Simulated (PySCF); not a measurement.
# C₂H₈FNSi: core binding energies at several levels of theory, part 3 of 3

PySCF 2.14.0. Atoms count from 0. The steps go on from the part before.

## (8) Core-electron binding energies: SCAN, X2C

Job settings and geometry (Å):

```
{"job": {"kind": "xps", "basis": "def2-TZVP"}, "charge": 0, "multiplicity": 1}
C     -1.716802     0.636563     0.102674
N     -1.012045    -0.532753    -0.366348
Si     0.672979    -0.685803    -0.628027
C      1.654399     0.120479     0.730847
F      1.173029     0.027758    -2.015211
H     -2.504404     0.373585     0.829592
H     -2.189658     1.220451    -0.708479
H     -1.021393     1.313147     0.621704
H     -1.612287    -1.225235    -0.800224
H      0.948461    -2.137375    -0.804911
H      1.456335     1.202455     0.781626
H      1.423909    -0.322877     1.711057
H      2.730831    -0.002695     0.537644
```

Method: delta-SCF UKS SCAN, def2-TZVP on the ionised atom, pcseg-1 elsewhere, spin-free X2C.

Log:

```text
ground state, core basis on atom 0 (C), 131 functions
  cycle   1  E = -525.66165807  |g| = 7.05e-01
  cycle   2  E = -525.52292654  |g| = 1.11e+00
  cycle   3  E = -525.76346618  |g| = 1.25e-01
  cycle   4  E = -525.76645257  |g| = 3.79e-02
  cycle   5  E = -525.76676197  |g| = 1.15e-02
  cycle   6  E = -525.76678668  |g| = 5.72e-03
  cycle   7  E = -525.76679240  |g| = 7.48e-04
  cycle   8  E = -525.76679432  |g| = 2.24e-04
  E(ground) = -525.80158630 Eh
hole in C 1s of atom 0
  cycle   1  E = -514.49434579  |g| = 1.46e+00
  cycle   2  E = -513.77841754  |g| = 1.71e+00
  cycle   3  E = -514.96694078  |g| = 3.70e-01
  cycle   4  E = -515.02361237  |g| = 1.17e-01
  cycle   5  E = -515.02781331  |g| = 6.53e-02
  cycle   6  E = -515.02944594  |g| = 1.40e-02
  cycle   7  E = -515.02952692  |g| = 6.43e-03
  cycle   8  E = -515.02954829  |g| = 2.95e-03
  cycle   9  E = -515.02955738  |g| = 9.83e-04
  cycle  10  E = -515.02955766  |g| = 4.77e-04
  E(ion) = -515.06305587 Eh   <S^2> = 0.7686   hole on atom = 1.000   binding energy = 292.210 eV
ground state, core basis on atom 1 (N), 131 functions
  cycle   1  E = -525.77997720  |g| = 2.23e-02
  cycle   2  E = -525.77994476  |g| = 2.55e-02
  cycle   3  E = -525.78008331  |g| = 5.07e-03
  cycle   4  E = -525.78008939  |g| = 2.60e-03
  cycle   5  E = -525.78009030  |g| = 6.39e-04
  cycle   6  E = -525.78008926  |g| = 1.62e-04
  E(ground) = -525.81338491 Eh
hole in N 1s of atom 1
  cycle   1  E = -510.20552910  |g| = 1.81e+00
  cycle   2  E = -509.60784544  |g| = 1.88e+00
  cycle   3  E = -510.80989866  |g| = 4.64e-01
  cycle   4  E = -510.87243581  |g| = 2.24e-01
  cycle   5  E = -510.88780767  |g| = 6.45e-02
  cycle   6  E = -510.88913960  |g| = 1.50e-02
  cycle   7  E = -510.88925599  |g| = 3.76e-03
  cycle   8  E = -510.88926325  |g| = 1.25e-03
  cycle   9  E = -510.88926394  |g| = 3.94e-04
  E(ion) = -510.92157924 Eh   <S^2> = 0.7636   hole on atom = 1.000   binding energy = 405.227 eV
ground state, core basis on atom 2 (Si), 133 functions
  cycle   1  E = -525.80596382  |g| = 5.81e-02
  cycle   2  E = -525.80578687  |g| = 6.34e-02
  cycle   3  E = -525.80643504  |g| = 1.74e-02
  cycle   4  E = -525.80648178  |g| = 2.86e-03
  cycle   5  E = -525.80648292  |g| = 8.45e-04
  cycle   6  E = -525.80648377  |g| = 3.96e-04
  E(ground) = -525.80001763 Eh
hole in Si 1s of atom 2
  cycle   1  E = -456.83676788  |g| = 2.95e+00
  cycle   2  E = -456.81189725  |g| = 1.79e+00
  cycle   3  E = -457.41580784  |g| = 7.95e-01
  cycle   4  E = -457.73913047  |g| = 2.37e-01
  cycle   5  E = -457.75705575  |g| = 1.04e-01
  cycle   6  E = -457.76232985  |g| = 1.78e-02
  cycle   7  E = -457.76246069  |g| = 7.68e-03
  cycle   8  E = -457.76248707  |g| = 3.59e-03
  cycle   9  E = -457.76249172  |g| = 1.72e-03
  cycle  10  E = -457.76249295  |g| = 3.13e-04
  E(ion) = -457.76521959 Eh   <S^2> = 0.7519   hole on atom = 1.000   binding energy = 1851.321 eV
hole in Si 2p of atom 2
  cycle   1  E = -521.51577541  |g| = 1.19e+00
  cycle   2  E = -521.32953582  |g| = 1.10e+00
  cycle   3  E = -521.74768046  |g| = 3.98e-01
  cycle   4  E = -521.81954084  |g| = 1.23e-01
  cycle   5  E = -521.82536639  |g| = 3.94e-02
  cycle   6  E = -521.82609476  |g| = 1.46e-02
  cycle   7  E = -521.82618612  |g| = 5.29e-03
  cycle   8  E = -521.82619329  |g| = 2.18e-03
  cycle   9  E = -521.82619563  |g| = 4.15e-04
  E(ion) = -521.83257773 Eh   <S^2> = 0.7514   hole on atom = 1.003   binding energy = 107.960 eV
  2p3/2 = 107.715 eV   2p1/2 = 108.328 eV
ground state, core basis on atom 3 (C), 131 functions
  cycle   1  E = -525.76657088  |g| = 2.45e-02
  cycle   2  E = -525.76656621  |g| = 2.29e-02
  cycle   3  E = -525.76669459  |g| = 6.12e-03
  cycle   4  E = -525.76670137  |g| = 2.32e-03
  cycle   5  E = -525.76670159  |g| = 4.83e-04
  E(ground) = -525.80206852 Eh
hole in C 1s of atom 3
  cycle   1  E = -514.53616178  |g| = 1.46e+00
  cycle   2  E = -514.08726420  |g| = 1.52e+00
  cycle   3  E = -515.02309204  |g| = 3.69e-01
  cycle   4  E = -515.06675580  |g| = 1.98e-01
  cycle   5  E = -515.08055355  |g| = 3.11e-02
  cycle   6  E = -515.08086434  |g| = 1.31e-02
  cycle   7  E = -515.08093225  |g| = 4.78e-03
  cycle   8  E = -515.08094507  |g| = 1.26e-03
  cycle   9  E = -515.08094665  |g| = 4.32e-04
  E(ion) = -515.11518747 Eh   <S^2> = 0.7650   hole on atom = 1.000   binding energy = 290.805 eV
ground state, core basis on atom 4 (F), 131 functions
  cycle   1  E = -525.80594197  |g| = 6.74e-02
  cycle   2  E = -525.80492242  |g| = 1.06e-01
  cycle   3  E = -525.80642691  |g| = 1.32e-02
  cycle   4  E = -525.80645065  |g| = 3.72e-03
  cycle   5  E = -525.80645152  |g| = 9.93e-04
  cycle   6  E = -525.80645277  |g| = 2.52e-04
  E(ground) = -525.84419606 Eh
hole in F 1s of atom 4
  cycle   1  E = -499.49049746  |g| = 2.46e+00
  cycle   2  E = -499.39375299  |g| = 1.88e+00
  cycle   3  E = -500.24906338  |g| = 5.05e-01
  cycle   4  E = -500.27821675  |g| = 4.01e-01
  cycle   5  E = -500.35644973  |g| = 5.69e-02
  cycle   6  E = -500.35777863  |g| = 2.24e-02
  cycle   7  E = -500.35804850  |g| = 3.76e-03
  cycle   8  E = -500.35805539  |g| = 1.42e-03
  cycle   9  E = -500.35805721  |g| = 3.09e-04
  E(ion) = -500.40273046 Eh   <S^2> = 0.7561   hole on atom = 1.000   binding energy = 692.298 eV
```

Run time: 39 s. Hardware: 1 thread of Intel Xeon Platinum 8175M at 2.50GHz, shared host; peak memory 0.65 GiB.

Binding energies by hole, beside the orbital energy of the ground state; the difference holds orbital relaxation and, for a density functional, its self-interaction error:

```csv
hole,stands for,environment,ΔSCF (eV; 2p as the shell's mean),−ε (eV),⟨S²⟩
C1s on C0,C0,methyl carbon bonded to N,292.21,274.4,0.769
N1s on N1,N1,"nitrogen bonded to C, Si, H",405.23,385.6,0.764
Si1s on Si2,Si2,"silicon bonded to C, F, N, H",1851.32,1795.0,0.752
Si2p on Si2,Si2,"silicon bonded to C, F, N, H",107.92,96.8,0.751
C1s on C3,C3,methyl carbon bonded to Si,290.80,273.2,0.765
F1s on F4,F4,fluorine bonded to Si,692.30,665.7,0.756
```

With the spin-orbit splitting: Si2 2p3/2 107.71, 2p1/2 108.33 eV. The table gives each 2p level as the mean over the whole 2p shell (two parts 2p3/2, one part 2p1/2), which differs a little from the single hole in the log.

## (9) X-ray photoelectron lines: SCAN, non-relativistic

The job, as its differences from that of step 8:

```diff
@@ -1,2 +1,2 @@
-{"job": {"kind": "xps", "basis": "def2-TZVP"}, "charge": 0, "multiplicity": 1}
+{"job": {"kind": "xps", "x2c": false}, "charge": 0, "multiplicity": 1}
 C     -1.716802     0.636563     0.102674
```

Method: delta-SCF UKS SCAN, pcX-2 on the ionised atom, pcseg-1 elsewhere, non-relativistic.

Log:

```text
ground state, core basis on atom 0 (C), 145 functions
  cycle   1  E = -524.97296831  |g| = 7.03e-01
  cycle   2  E = -524.83892603  |g| = 1.09e+00
  cycle   3  E = -525.07354102  |g| = 1.24e-01
  cycle   4  E = -525.07636517  |g| = 4.16e-02
  cycle   5  E = -525.07674043  |g| = 1.18e-02
  cycle   6  E = -525.07676389  |g| = 5.82e-03
  cycle   7  E = -525.07677120  |g| = 7.60e-04
  cycle   8  E = -525.07677124  |g| = 2.23e-04
  E(ground) = -525.11128225 Eh
hole in C 1s of atom 0
  cycle   1  E = -513.80606705  |g| = 1.50e+00
  cycle   2  E = -513.01458637  |g| = 1.88e+00
  cycle   3  E = -514.31060501  |g| = 3.29e-01
  cycle   4  E = -514.34977567  |g| = 1.31e-01
  cycle   5  E = -514.35504519  |g| = 7.01e-02
  cycle   6  E = -514.35687356  |g| = 1.46e-02
  cycle   7  E = -514.35694618  |g| = 8.88e-03
  cycle   8  E = -514.35698026  |g| = 3.19e-03
  cycle   9  E = -514.35698614  |g| = 1.26e-03
  cycle  10  E = -514.35698819  |g| = 5.34e-04
  cycle  11  E = -514.35698865  |g| = 1.75e-04
  E(ion) = -514.39048405 Eh   <S^2> = 0.7704   hole on atom = 1.000   binding energy = 291.728 eV
ground state, core basis on atom 1 (N), 145 functions
  cycle   1  E = -525.09121539  |g| = 4.89e-02
  cycle   2  E = -525.09115388  |g| = 2.85e-02
  cycle   3  E = -525.09122603  |g| = 2.17e-02
  cycle   4  E = -525.09131704  |g| = 4.54e-03
  cycle   5  E = -525.09132458  |g| = 6.87e-04
  cycle   6  E = -525.09132438  |g| = 1.98e-04
  E(ground) = -525.12428780 Eh
hole in N 1s of atom 1
  cycle   1  E = -509.52387047  |g| = 1.86e+00
  cycle   2  E = -508.88249327  |g| = 2.08e+00
  cycle   3  E = -510.17460102  |g| = 4.00e-01
  cycle   4  E = -510.21120712  |g| = 2.26e-01
  cycle   5  E = -510.22694236  |g| = 6.59e-02
  cycle   6  E = -510.22826866  |g| = 1.63e-02
  cycle   7  E = -510.22839716  |g| = 5.02e-03
  cycle   8  E = -510.22841030  |g| = 1.30e-03
  cycle   9  E = -510.22841175  |g| = 5.29e-04
  cycle  10  E = -510.22841134  |g| = 1.96e-04
  E(ion) = -510.26050653 Eh   <S^2> = 0.7648   hole on atom = 1.000   binding energy = 404.464 eV
ground state, core basis on atom 2 (Si), 156 functions
  cycle   1  E = -525.12708226  |g| = 3.94e-02
  cycle   2  E = -525.12712852  |g| = 3.21e-02
  cycle   3  E = -525.12732248  |g| = 8.08e-03
  cycle   4  E = -525.12732920  |g| = 5.30e-03
  cycle   5  E = -525.12733381  |g| = 7.04e-04
  cycle   6  E = -525.12733381  |g| = 2.02e-04
  E(ground) = -525.12150694 Eh
hole in Si 1s of atom 2
  cycle   1  E = -456.34542549  |g| = 4.32e+00
  cycle   2  E = -456.33252336  |g| = 2.20e+00
  cycle   3  E = -456.93753554  |g| = 9.29e-01
  cycle   4  E = -457.33256979  |g| = 3.59e-01
  cycle   5  E = -457.37728145  |g| = 1.32e-01
  cycle   6  E = -457.38521124  |g| = 2.88e-02
  cycle   7  E = -457.38550813  |g| = 1.33e-02
  cycle   8  E = -457.38559922  |g| = 2.92e-03
  cycle   9  E = -457.38560341  |g| = 8.80e-04
  cycle  10  E = -457.38560416  |g| = 6.37e-04
  cycle  11  E = -457.38560482  |g| = 2.35e-04
  E(ion) = -457.38779010 Eh   <S^2> = 0.7522   hole on atom = 1.000   binding energy = 1843.128 eV
hole in Si 2p of atom 2
  cycle   1  E = -520.84028966  |g| = 1.23e+00
  cycle   2  E = -520.64772620  |g| = 1.18e+00
  cycle   3  E = -521.08424341  |g| = 3.85e-01
  cycle   4  E = -521.14870030  |g| = 1.30e-01
  cycle   5  E = -521.15470484  |g| = 4.71e-02
  cycle   6  E = -521.15572048  |g| = 1.66e-02
  cycle   7  E = -521.15581847  |g| = 8.81e-03
  cycle   8  E = -521.15584232  |g| = 2.93e-03
  cycle   9  E = -521.15584578  |g| = 4.28e-04
  E(ion) = -521.16172730 Eh   <S^2> = 0.7516   hole on atom = 1.003   binding energy = 107.751 eV
  2p3/2 = 107.508 eV   2p1/2 = 108.126 eV
ground state, core basis on atom 3 (C), 145 functions
  cycle   1  E = -525.07645949  |g| = 4.85e-02
  cycle   2  E = -525.07636863  |g| = 3.92e-02
  cycle   3  E = -525.07662548  |g| = 1.78e-02
  cycle   4  E = -525.07667344  |g| = 5.37e-03
  cycle   5  E = -525.07668086  |g| = 9.73e-04
  cycle   6  E = -525.07668139  |g| = 2.60e-04
  E(ground) = -525.11177878 Eh
hole in C 1s of atom 3
  cycle   1  E = -513.84880122  |g| = 1.50e+00
  cycle   2  E = -513.35220085  |g| = 1.69e+00
  cycle   3  E = -514.37013731  |g| = 3.23e-01
  cycle   4  E = -514.39623476  |g| = 1.96e-01
  cycle   5  E = -514.40937775  |g| = 4.14e-02
  cycle   6  E = -514.40986698  |g| = 1.26e-02
  cycle   7  E = -514.40989224  |g| = 1.01e-02
  cycle   8  E = -514.40993866  |g| = 1.26e-03
  cycle   9  E = -514.40993968  |g| = 5.56e-04
  cycle  10  E = -514.40993942  |g| = 1.89e-04
  E(ion) = -514.44417586 Eh   <S^2> = 0.7666   hole on atom = 1.000   binding energy = 290.280 eV
ground state, core basis on atom 4 (F), 145 functions
  cycle   1  E = -525.11680248  |g| = 7.35e-02
  cycle   2  E = -525.11608998  |g| = 9.08e-02
  cycle   3  E = -525.11710706  |g| = 2.41e-02
  cycle   4  E = -525.11717569  |g| = 5.35e-03
  cycle   5  E = -525.11718271  |g| = 1.31e-03
  cycle   6  E = -525.11718422  |g| = 2.75e-04
  E(ground) = -525.15529481 Eh
hole in F 1s of atom 4
  cycle   1  E = -498.82758451  |g| = 2.58e+00
  cycle   2  E = -498.70046770  |g| = 2.15e+00
  cycle   3  E = -499.63284297  |g| = 4.58e-01
  cycle   4  E = -499.62626303  |g| = 4.34e-01
  cycle   5  E = -499.71909357  |g| = 5.10e-02
  cycle   6  E = -499.72012861  |g| = 2.42e-02
  cycle   7  E = -499.72044858  |g| = 4.45e-03
  cycle   8  E = -499.72045720  |g| = 1.48e-03
  cycle   9  E = -499.72045843  |g| = 3.60e-04
  E(ion) = -499.76504422 Eh   <S^2> = 0.7568   hole on atom = 1.000   binding energy = 690.904 eV
```

It took 42 s on 1 thread of Intel Xeon Platinum 8175M at 2.50GHz, shared host; peak memory 0.65 GiB.

Binding energies by hole, beside the orbital energy of the ground state; the difference holds orbital relaxation and, for a density functional, its self-interaction error:

```csv
hole,stands for,environment,ΔSCF (eV; 2p as the shell's mean),−ε (eV),⟨S²⟩
C1s on C0,C0,methyl carbon bonded to N,291.73,274.4,0.770
N1s on N1,N1,"nitrogen bonded to C, Si, H",404.46,385.5,0.765
Si1s on Si2,Si2,"silicon bonded to C, F, N, H",1843.13,1789.8,0.752
Si2p on Si2,Si2,"silicon bonded to C, F, N, H",107.71,96.7,0.752
C1s on C3,C3,methyl carbon bonded to Si,290.28,273.2,0.767
F1s on F4,F4,fluorine bonded to Si,690.90,665.0,0.757
```

With the spin-orbit splitting: Si2 2p3/2 107.51, 2p1/2 108.13 eV. The table gives each 2p level as the mean over the whole 2p shell (two parts 2p3/2, one part 2p1/2), which differs a little from the single hole in the log.

## (10) Outcome

This closing draws on all 3 parts.

| quantity | value |
| --- | --- |
| C1s binding energies, SCAN/pcX-2 | C0 291.83, C3 290.39 eV |
| N1s binding energies, SCAN/pcX-2 | N1 404.67 eV |
| Si1s binding energies, SCAN/pcX-2 | Si2 1847.48 eV |
| Si2p binding energies, SCAN/pcX-2 | Si2 107.67 eV |
| F1s binding energies, SCAN/pcX-2 | F4 691.54 eV |
| C1s binding energies, B3LYP/pcX-2 | C0 291.91, C3 290.48 eV |
| N1s binding energies, B3LYP/pcX-2 | N1 404.59 eV |
| Si1s binding energies, B3LYP/pcX-2 | Si2 1846.22 eV |
| Si2p binding energies, B3LYP/pcX-2 | Si2 107.71 eV |
| F1s binding energies, B3LYP/pcX-2 | F4 691.25 eV |
| C1s binding energies, PBE0/pcX-2 | C0 291.33, C3 289.94 eV |
| N1s binding energies, PBE0/pcX-2 | N1 404.17 eV |
| Si1s binding energies, PBE0/pcX-2 | Si2 1845.35 eV |
| Si2p binding energies, PBE0/pcX-2 | Si2 107.35 eV |
| F1s binding energies, PBE0/pcX-2 | F4 690.61 eV |
| C1s binding energies, PBE/pcX-2 | C0 290.92, C3 289.56 eV |
| N1s binding energies, PBE/pcX-2 | N1 403.83 eV |
| Si1s binding energies, PBE/pcX-2 | Si2 1844.07 eV |
| Si2p binding energies, PBE/pcX-2 | Si2 106.91 eV |
| F1s binding energies, PBE/pcX-2 | F4 690.34 eV |
| C1s binding energies, HF/pcX-2 | C0 291.78, C3 290.27 eV |
| N1s binding energies, HF/pcX-2 | N1 404.24 eV |
| Si1s binding energies, HF/pcX-2 | Si2 1848.68 eV |
| Si2p binding energies, HF/pcX-2 | Si2 107.38 eV |
| F1s binding energies, HF/pcX-2 | F4 690.80 eV |
| C1s binding energies, SCAN/pcX-1 | C0 291.85, C3 290.39 eV |
| N1s binding energies, SCAN/pcX-1 | N1 404.69 eV |
| Si1s binding energies, SCAN/pcX-1 | Si2 1847.67 eV |
| Si2p binding energies, SCAN/pcX-1 | Si2 107.99 eV |
| F1s binding energies, SCAN/pcX-1 | F4 691.75 eV |
| C1s binding energies, SCAN/def2-TZVP | C0 292.21, C3 290.80 eV |
| N1s binding energies, SCAN/def2-TZVP | N1 405.23 eV |
| Si1s binding energies, SCAN/def2-TZVP | Si2 1851.32 eV |
| Si2p binding energies, SCAN/def2-TZVP | Si2 107.92 eV |
| F1s binding energies, SCAN/def2-TZVP | F4 692.30 eV |
| C1s binding energies, SCAN/pcX-2, non-relativistic | C0 291.73, C3 290.28 eV |
| N1s binding energies, SCAN/pcX-2, non-relativistic | N1 404.46 eV |
| Si1s binding energies, SCAN/pcX-2, non-relativistic | Si2 1843.13 eV |
| Si2p binding energies, SCAN/pcX-2, non-relativistic | Si2 107.71 eV |
| F1s binding energies, SCAN/pcX-2, non-relativistic | F4 690.90 eV |

**Reading.** Single values in the summary come from the first sound run of each kind (SCAN/pcX-2), which need not be the best level. At SCAN/pcX-2: C0 (methyl carbon bonded to N) binds its C1s electron 1.44 eV more tightly than C3 (methyl carbon bonded to Si). At B3LYP/pcX-2: C0 (methyl carbon bonded to N) binds its C1s electron 1.43 eV more tightly than C3 (methyl carbon bonded to Si). At PBE0/pcX-2: C0 (methyl carbon bonded to N) binds its C1s electron 1.38 eV more tightly than C3 (methyl carbon bonded to Si). At PBE/pcX-2: The C1s levels kept as sound span 1.36 eV, from C3 (methyl carbon bonded to Si) up to C0 (methyl carbon bonded to N). At HF/pcX-2: C0 (methyl carbon bonded to N) binds its C1s electron 1.51 eV more tightly than C3 (methyl carbon bonded to Si). At SCAN/pcX-1: The C1s levels kept as sound span 1.46 eV, from C3 (methyl carbon bonded to Si) up to C0 (methyl carbon bonded to N). At SCAN/def2-TZVP: The C1s levels kept as sound span 1.41 eV, from C3 (methyl carbon bonded to Si) up to C0 (methyl carbon bonded to N). At SCAN/pcX-2, non-relativistic: The C1s levels kept as sound span 1.45 eV, from C3 (methyl carbon bonded to Si) up to C0 (methyl carbon bonded to N).
